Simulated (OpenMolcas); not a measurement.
# CH4AlClO (SMILES C[O][AlH][Cl]): a chain of runs

Wanted: a single-point energy (HF/ANO-R0), then a single-point energy (CASSCF(2,2)/ANO-R1), then the energy along one coordinate (CASPT2(2,2)/ANO-R1), then an energy scan (SC-NEVPT2(2,2)/ANO-R1), then the energy along one coordinate (MC-PDFT[tPBE](2,2)/ANO-R1) of CH4AlClO. 

The results are computed with OpenMolcas 26.06.

**1. The structure to begin with**

CH4AlClO: 8 atoms, total charge 0, spin state singlet. SMILES: `C[O][AlH][Cl]`. The coordinates come from a PBE0-D4/def2-TZVP relaxation. This is one conformer, not always the lowest.

Bond lengths: C1–O2 1.400 Å, O2–Al3 1.672 Å, Al3–Cl4 2.097 Å, C1–H5 1.094 Å, C1–H6 1.096 Å, C1–H7 1.094 Å, Al3–H8 1.563 Å. Angles: C1–O2–Al3 136.5°, O2–Al3–Cl4 118.9°, O2–C1–H5 109.9°, O2–C1–H6 112.3°, O2–C1–H7 109.8°, O2–Al3–H8 119.8°, Cl4–Al3–H8 121.3°, H5–C1–H6 108.3°, H5–C1–H7 108.0°, H6–C1–H7 108.3°.

**2. A single-point energy at HF/ANO-R0 (sfX2C) (run 1)**

Contents of struct.xyz:

```xyz
8

C      0.132200     1.250600     0.263000
O      0.645300     0.052000    -0.246000
Al     0.103400    -1.519700    -0.426600
Cl    -1.829000    -2.007800     0.224400
H      0.118400     2.012400    -0.522500
H     -0.886500     1.136200     0.650000
H      0.770200     1.612600     1.075000
H      1.038000    -2.593300    -1.072900
```

Contents of step1.inp:

```
&GATEWAY
COORD=struct.xyz
BASIS=ANO-R0
GROUP=NoSym
&SEWARD
&SCF
PRORBITALS=0
&LOCALISATION
OCCUPIED
FREEZE
PIPEK-MEZEY
&LOCALISATION
FILEORB=$Project.LocOrb
VIRTUAL
PIPEK-MEZEY
```

The run is started by

```bash
$ export MOLCAS_MEM=1860
$ pymolcas step1.inp > step1.log
```

The program printed:

```text
--- Start Module: gateway ---
[...]
--- Stop Module: gateway /rc=_RC_ALL_IS_WELL_ ---
[...]
      Basis functions           32
[...]
       Convergence after  12 Iterations
[...]
::    Total SCF energy                               -817.9219221317
[...]
      Total spin, S                                     0.0000000000
[...]
      Total electronic charge=   48.000000
      Total            charge=   -0.000000
[...]
      Dipole Moment (debye):
      Origin of the operator (angstrom)=   -0.5130   -0.9916   -0.0459
                   X= -7.1116E-02               Y=  2.1475E+00               Z=  5.7147E-01           Total=  2.2233E+00
      Quadrupole Moment (debye*angstrom):
[...]
--- Start Module: localisation ---
[...]
--- Stop Module: localisation /rc=_RC_ALL_IS_WELL_ ---
--- Start Module: localisation ---
[...]
--- Stop Module: localisation /rc=_RC_ALL_IS_WELL_ ---
[...]
```

Wall time 3.3 s (1 thread of Arm Neoverse V1, shared host); peak memory 0.38 GiB.

**3. The energy at CASSCF(2,2)/ANO-R1 (sfX2C, RICD fitting) (run 2)**

struct.xyz is that of step 2.

Contents of step2.inp:

```
* CH4AlClO CASSCF
>>> EXPORT MOLCAS_PRINT=2

&GATEWAY
  Coord = struct.xyz
  Basis = ANO-R0
  Group = NoSym

&SEWARD

&RASSCF
  FileOrb = $CurrDir/step1.LocOrb
  Alter = 2
  1 17 24
  1 25 30
  Spin = 1
  Nactel = 2 0 0
  Inactive = 23
  Ras2 = 2
  OrbListing = Nothing
>>> COPY $Project.RunFile RUNFIL1
>>> COPY $Project.RasOrb INPORB

&GATEWAY
  Coord = struct.xyz
  Basis = ANO-R1
  Group = NoSym
  RICD

&SEWARD
>>> COPY $Project.RunFile RUNFIL2

&EXPBAS

&RASSCF
  FileOrb = $Project.ExpOrb
  Spin = 1
  Nactel = 2 0 0
  Inactive = 23
  Ras2 = 2
  OrbListing = Nothing
  OrbAppear = Compact
```

The run is started by

```bash
$ export MOLCAS_MEM=1860
$ pymolcas step2.inp > step2.log
```

The program printed:

```text
--- Start Module: gateway ---
[...]
--- Stop Module: gateway /rc=_RC_ALL_IS_WELL_ ---
[...]
      Basis functions           32
[...]
      Number of active orbitals                  2
[...]
      Spin quantum number                      0.0
[...]
      Active orbitals                            2
[...]
      Number of CSFs                             3
[...]
      Number of root(s) required                 1
[...]
      Convergence after 12 iterations
[...]
      printout of CI-coefficients larger than  0.05 for root  1
      energy=    -817.932657
      conf/sym  11     Coeff  Weight
             1  20   0.99556 0.99115
             3  02  -0.09408 0.00885
      Natural orbitals and occupation numbers for root  1
      sym 1:   1.982297   0.017703
      ************************************************************************************************************************
      *                                                    Final results                                                     *
[...]
::    RASSCF root number  1 Total energy:   -817.93265743
[...]
      Basis functions           84
[...]
--- Start Module: expbas ---
[...]
--- Stop Module: expbas /rc=_RC_ALL_IS_WELL_ ---
--- Start Module: rasscf ---
[...]
      Convergence after 13 iterations
[...]
      Natural orbitals and occupation numbers for root  1
      sym 1:   1.982095   0.017905
      ************************************************************************************************************************
      *                                                    Final results                                                     *
[...]
::    RASSCF root number  1 Total energy:   -818.54504637
[...]
      Total electronic charge=   48.000000
      Total            charge=   -0.000000
[...]
      Dipole Moment (debye):
      Origin of the operator (angstrom)=   -0.5130   -0.9916   -0.0459
                   X=  6.1964E-01               Y=  7.5129E-01               Z= -4.7526E-02           Total=  9.7501E-01
      Quadrupole Moment (debye*angstrom):
[...]
--- Stop Module: rasscf /rc=_RC_ALL_IS_WELL_ ---
[...]
```

Wall time 11 s (1 thread of Arm Neoverse V1, shared host); peak memory 0.38 GiB.

**4. An energy scan at CASPT2(2,2)/ANO-R1 (sfX2C, RICD fitting, ipea shift 0.25 Eh, pt2 variant SS) (run 3)**

Contents of step3.input:

```
>>> COPY $CurrDir/step2.RasOrb $Project.RasOrb
>>> ForEach K in (1, 2, 3, 4, 5, 6, 7, 8, 9)
&gateway
coord
$CurrDir/point$K.xyz
basis
ANO-R1
group
NoSym
ricd
&seward
&rasscf
fileorb
$Project.RasOrb
spin
1
nactel
2 0 0
inactive
23
ras2
2
orblisting
Nothing
orbappear
Compact
&caspt2
imaginary
0.2
frozen
12
>>> EndDo
```

The run is started by

```bash
$ export MOLCAS_MEM=1860
$ pymolcas step3.input > step3.log
```

The program printed:

```text
[...]
      Basis functions           84
[...]
      Number of active orbitals                  2
[...]
      Spin quantum number                      0.0
[...]
      Active orbitals                            2
[...]
      Number of CSFs                             3
[...]
      Number of root(s) required                 1
[...]
      Convergence after  9 iterations
[...]
      printout of CI-coefficients larger than  0.05 for root  1
      energy=    -818.534180
      conf/sym  11     Coeff  Weight
             1  20   0.99688 0.99378
             3  02  -0.07888 0.00622
      Natural orbitals and occupation numbers for root  1
      sym 1:   1.987557   0.012443
      ************************************************************************************************************************
      *                                                    Final results                                                     *
[...]
::    RASSCF root number  1 Total energy:   -818.53418010
[...]
      E2 (Variational):          -0.5109187400
[...]
::    CASPT2 Root  1     Total energy:   -819.04509884
[...]
      Convergence after  9 iterations
[...]
      Natural orbitals and occupation numbers for root  1
      sym 1:   1.982114   0.017886
      ************************************************************************************************************************
      *                                                    Final results                                                     *
[...]
      Convergence after 11 iterations
[...]
      Natural orbitals and occupation numbers for root  1
      sym 1:   1.851190   0.148810
      ************************************************************************************************************************
      *                                                    Final results                                                     *
[...]
      Convergence after 10 iterations
[...]
      Natural orbitals and occupation numbers for root  1
      sym 1:   1.714955   0.285045
      ************************************************************************************************************************
      *                                                    Final results                                                     *
[...]
      Convergence after 10 iterations
[...]
      Natural orbitals and occupation numbers for root  1
      sym 1:   1.482246   0.517754
      ************************************************************************************************************************
      *                                                    Final results                                                     *
[...]
::    RASSCF root number  1 Total energy:   -818.39687778
[...]
::    CASPT2 Root  1     Total energy:   -818.90031928
[...]
      Convergence after  9 iterations
[...]
      Natural orbitals and occupation numbers for root  1
      sym 1:   1.211559   0.788441
      ************************************************************************************************************************
      *                                                    Final results                                                     *
[...]
::    RASSCF root number  1 Total energy:   -818.38709166
[...]
      Dipole Moment (debye):
      Origin of the operator (angstrom)=   -0.4857   -2.4989    1.5083
                   X=  6.3316E-01               Y= -9.8777E-02               Z=  4.3514E-01           Total=  7.7460E-01
      Quadrupole Moment (debye*angstrom):
[...]
      E2 (Variational):          -0.5014931978
      Total energy:            -818.8885848604
[...]
      Reference weight:           0.85231
[...]
::    CASPT2 Root  1     Total energy:   -818.88858486
[...]
```

Wall time 67 s (1 thread of Arm Neoverse V1, shared host); peak memory 0.087 GiB.

The scan, from its lowest point:

```
H5–C1 (Å)  energy (kJ/mol)
    0.985             27.1
    1.094              0.0
    1.204             13.1
    1.368             67.4
    1.587            157.7
    1.860            258.6
    2.189            345.0
    2.626            407.2
    3.283            438.0
```

**5. The energy along one coordinate at SC-NEVPT2(2,2)/ANO-R1 (sfX2C, RICD fitting, pt2 variant SC-NEVPT2) (run 4)**

Contents of step4.input:

```
>>> COPY $CurrDir/step2.RasOrb $Project.RasOrb
>>> ForEach K in (1, 2, 3, 4, 5, 6, 7, 8, 9)

&GATEWAY
 Coord
 $CurrDir/point$K.xyz
 Basis
 ANO-R1
 Group
 NoSym
 RICD

&SEWARD

&RASSCF
 FileOrb
 $Project.RasOrb
 Spin
 1
 Nactel
 2 0 0
 Inactive
 23
 Ras2
 2
 OrbListing
 Nothing
 OrbAppear
 Compact

&CASPT2
 SC-NEVPT2
 Frozen
 12
>>> EndDo
```

The run is started by

```bash
$ export MOLCAS_MEM=1860
$ pymolcas step4.input > step4.log
```

The program printed:

```text
--- Start Module: gateway ---
[...]
--- Stop Module: gateway /rc=_RC_ALL_IS_WELL_ ---
[...]
      Basis functions           84
[...]
      Number of active orbitals                  2
[...]
      Spin quantum number                      0.0
[...]
      Active orbitals                            2
[...]
      Number of CSFs                             3
[...]
      Number of root(s) required                 1
[...]
      Convergence after  9 iterations
[...]
      printout of CI-coefficients larger than  0.05 for root  1
      energy=    -818.534180
      conf/sym  11     Coeff  Weight
             1  20   0.99688 0.99378
             3  02  -0.07888 0.00622
      Natural orbitals and occupation numbers for root  1
      sym 1:   1.987557   0.012443
      ************************************************************************************************************************
      *                                                    Final results                                                     *
[...]
::    RASSCF root number  1 Total energy:   -818.53418010
[...]
      E2 (Variational):          -0.5075076900
[...]
::    SC-NEVPT2 Root  1     Total energy:   -819.04165581
[...]
      Convergence after  9 iterations
[...]
      Natural orbitals and occupation numbers for root  1
      sym 1:   1.982114   0.017886
      ************************************************************************************************************************
      *                                                    Final results                                                     *
[...]
      Convergence after 11 iterations
[...]
      Natural orbitals and occupation numbers for root  1
      sym 1:   1.851190   0.148810
      ************************************************************************************************************************
      *                                                    Final results                                                     *
[...]
      Convergence after 10 iterations
[...]
      Natural orbitals and occupation numbers for root  1
      sym 1:   1.714955   0.285045
      ************************************************************************************************************************
      *                                                    Final results                                                     *
[...]
      Convergence after 10 iterations
[...]
      Natural orbitals and occupation numbers for root  1
      sym 1:   1.482246   0.517754
      ************************************************************************************************************************
      *                                                    Final results                                                     *
[...]
::    RASSCF root number  1 Total energy:   -818.39687778
[...]
::    SC-NEVPT2 Root  1     Total energy:   -818.89706254
[...]
--- Start Module: rasscf ---
[...]
      Convergence after  9 iterations
[...]
      Natural orbitals and occupation numbers for root  1
      sym 1:   1.211559   0.788441
      ************************************************************************************************************************
      *                                                    Final results                                                     *
[...]
::    RASSCF root number  1 Total energy:   -818.38709166
[...]
      Total electronic charge=   48.000000
      Total            charge=   -0.000000
[...]
--- Stop Module: rasscf /rc=_RC_ALL_IS_WELL_ ---
[...]
      E2 (Variational):          -0.4984779148
      Total energy:            -818.8855695773
[...]
      Reference weight:           0.85237
[...]
::    SC-NEVPT2 Root  1     Total energy:   -818.88556958
[...]
```

Wall time 64 s (1 thread of Arm Neoverse V1, shared host); peak memory 0.086 GiB.

The scan, from its lowest point:

```
H5–C1 (Å)  energy (kJ/mol)
    0.985             27.9
    1.094              0.0
    1.204             12.4
    1.368             65.9
    1.587            155.8
    1.860            257.3
    2.189            344.8
    2.626            407.6
    3.283            437.7
```

**6. The energy along one coordinate at MC-PDFT[tPBE](2,2)/ANO-R1 (sfX2C, RICD fitting) (run 5)**

Contents of step5.inp:

```
>>> EXPORT MOLCAS_PRINT=2
>>> COPY $CurrDir/step2.RasOrb $Project.RasOrb
>>> ForEach K in (1, 2, 3, 4, 5, 6, 7, 8, 9)
&GATEWAY
Coord=$CurrDir/point$K.xyz
Basis=ANO-R1
Group=NoSym
RICD
&SEWARD
&RASSCF
FileOrb=$Project.RasOrb
Spin=1
Nactel=2 0 0
Inactive=23
Ras2=2
OrbListing=Nothing
OrbAppear=Compact
&MCPDFT
KSDFT=T:PBE
>>> EndDo
```

The run is started by

```bash
$ export MOLCAS_MEM=1860
$ pymolcas step5.inp > step5.log
```

The program printed:

```text
--- Start Module: gateway ---
[...]
--- Stop Module: gateway /rc=_RC_ALL_IS_WELL_ ---
[...]
      Basis functions           84
[...]
      Number of active orbitals                  2
[...]
      Spin quantum number                      0.0
[...]
      Active orbitals                            2
[...]
      Number of CSFs                             3
[...]
      Number of root(s) required                 1
[...]
      Convergence after  9 iterations
[...]
      printout of CI-coefficients larger than  0.05 for root  1
      energy=    -818.534180
      conf/sym  11     Coeff  Weight
             1  20   0.99688 0.99378
             3  02  -0.07888 0.00622
      Natural orbitals and occupation numbers for root  1
      sym 1:   1.987557   0.012443
      ************************************************************************************************************************
      *                                                    Final results                                                     *
[...]
::    RASSCF root number  1 Total energy:   -818.53418010
[...]
::    MCPDFT root number  1 Total energy:   -819.92076043
[...]
      Convergence after  9 iterations
[...]
      Natural orbitals and occupation numbers for root  1
      sym 1:   1.982114   0.017886
      ************************************************************************************************************************
      *                                                    Final results                                                     *
[...]
      Convergence after 11 iterations
[...]
      Natural orbitals and occupation numbers for root  1
      sym 1:   1.851190   0.148810
      ************************************************************************************************************************
      *                                                    Final results                                                     *
[...]
      Convergence after 10 iterations
[...]
      Natural orbitals and occupation numbers for root  1
      sym 1:   1.714955   0.285045
      ************************************************************************************************************************
      *                                                    Final results                                                     *
[...]
      Convergence after 10 iterations
[...]
      Natural orbitals and occupation numbers for root  1
      sym 1:   1.482246   0.517754
      ************************************************************************************************************************
      *                                                    Final results                                                     *
[...]
::    RASSCF root number  1 Total energy:   -818.39687778
[...]
::    MCPDFT root number  1 Total energy:   -819.76817149
[...]
      Convergence after  9 iterations
[...]
      Natural orbitals and occupation numbers for root  1
      sym 1:   1.211559   0.788441
      ************************************************************************************************************************
      *                                                    Final results                                                     *
[...]
::    RASSCF root number  1 Total energy:   -818.38709166
[...]
      Total electronic charge=   48.000000
      Total            charge=   -0.000000
[...]
      Dipole Moment (debye):
      Origin of the operator (angstrom)=   -0.4857   -2.4989    1.5083
                   X=  6.3316E-01               Y= -9.8777E-02               Z=  4.3514E-01           Total=  7.7460E-01
      Quadrupole Moment (debye*angstrom):
[...]
::    MCPDFT root number  1 Total energy:   -819.75520548
[...]
```

It took 71 s on 1 thread of Arm Neoverse V1, shared host; peak memory 0.086 GiB.

The scan, from its lowest point:

```
H5–C1 (Å)  energy (kJ/mol)
    0.985             27.5
    1.094              0.0
    1.204             12.3
    1.368             65.6
    1.587            156.2
    1.860            261.1
    2.189            355.9
    2.626            428.1
    3.283            462.2
```

**7. Results**

```
                                                   quantity          value
                             run 1, HF/ANO-R0: total energy  -817.92192 Eh
                            run 1, HF/ANO-R0: dipole moment         2.22 D
                              run 1, HF/ANO-R0: HOMO energy      -11.55 eV
                              run 1, HF/ANO-R0: LUMO energy        1.23 eV
                            run 1, HF/ANO-R0: HOMO–LUMO gap       12.77 eV
                    run 2, CASSCF(2,2)/ANO-R1: total energy  -818.54505 Eh
  run 2, CASSCF(2,2)/ANO-R1: dipole moment (CASSCF density)         0.98 D
       run 3, CASPT2(2,2)/ANO-R1: lowest energy of the scan  -819.05543 Eh
    run 4, SC-NEVPT2(2,2)/ANO-R1: lowest energy of the scan  -819.05229 Eh
run 5, MC-PDFT[tPBE](2,2)/ANO-R1: lowest energy of the scan  -819.93124 Eh
```

Mulliken charges (run 1, HF/ANO-R0) run from -0.75 on C1 to +1.05 on Al3. Mulliken charges (run 2, CASSCF(2,2)/ANO-R1) run from -0.70 on O2 to +1.14 on Al3; they depend strongly on the basis.
